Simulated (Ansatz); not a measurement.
# SiGe: the cost of one run

Method: DFT PBEsol, scalar-relativistic, plane waves, PAW, in Ansatz 0.2.0.

### 1 The starting structure

The structure is tetragonal, space group P4_122 (No. 91). The conventional cell has a = 5.550 Å, b = 5.550 Å, c = 5.550 Å, α = 90.00°, β = 90.00°, γ = 90.00°. Si (site symmetry 2) has 2 Si at 2.40 Å and 2 Ge at 2.40 Å as nearest neighbours. Ge (site symmetry 2) has 2 Si at 2.40 Å and 2 Ge at 2.40 Å as nearest neighbours.

Coordinates:

```cif
data_structure
_symmetry_space_group_name_H-M 'P4_122'
_symmetry_Int_Tables_number 91
_cell_length_a 5.5500
_cell_length_b 5.5500
_cell_length_c 5.5500
_cell_angle_alpha 90.000
_cell_angle_beta 90.000
_cell_angle_gamma 90.000
_cell_volume 170.95
loop_
_atom_site_label
_atom_site_type_symbol
_atom_site_symmetry_multiplicity
_atom_site_Wyckoff_symbol
_atom_site_fract_x
_atom_site_fract_y
_atom_site_fract_z
_atom_site_occupancy
Si1 Si 4 a 0.00000 0.75000 0.00000 1
Ge1 Ge 4 b 0.50000 0.75000 0.50000 1
```

### 2 Relaxing cell and atoms: SiGe, no spin

input.yaml reads:

```yaml
crystal:
  lattice:
    - [5.55, 0.0, 0.0]
    - [0.0, 5.55, 0.0]
    - [0.0, 0.0, 5.55]
  atoms:
    - { symbol: Si, position: [0.0, 0.0, 0.0] }
    - { symbol: Si, position: [0.0, 0.5, 0.5] }
    - { symbol: Ge, position: [0.5, 0.0, 0.5] }
    - { symbol: Ge, position: [0.5, 0.5, 0.0] }
    - { symbol: Si, position: [0.25, 0.25, 0.25] }
    - { symbol: Ge, position: [0.25, 0.75, 0.75] }
    - { symbol: Si, position: [0.75, 0.25, 0.75] }
    - { symbol: Ge, position: [0.75, 0.75, 0.25] }
scf:
  occupations: { method: gaussian, width: 0.02 }
output:
  forces: true
  stress: true
  eigenvalues: true
  write_density: true
  write_potential: true
  elf: true
  volumetric_format: npy
kpoints:
  mp_grid: { grid: [6, 6, 6] }
hamiltonian:
  xc: pbesol
relax:
  f_tol: 0.01
  adjacent_minimum: "off"
  cell: { stress_tol: 0.03, fix: [shape] }
```

Started as:

```
$ ansatz run input.yaml --threads 4 --pin off --max-ram 12288MiB --backend cpu --events-out ev --progress --plain --runs-dir out
```

Q: Estimate wall time and peak memory on 4 threads of Arm Neoverse V1, shared host.

About 42 s, with a peak of 0.61 GiB.
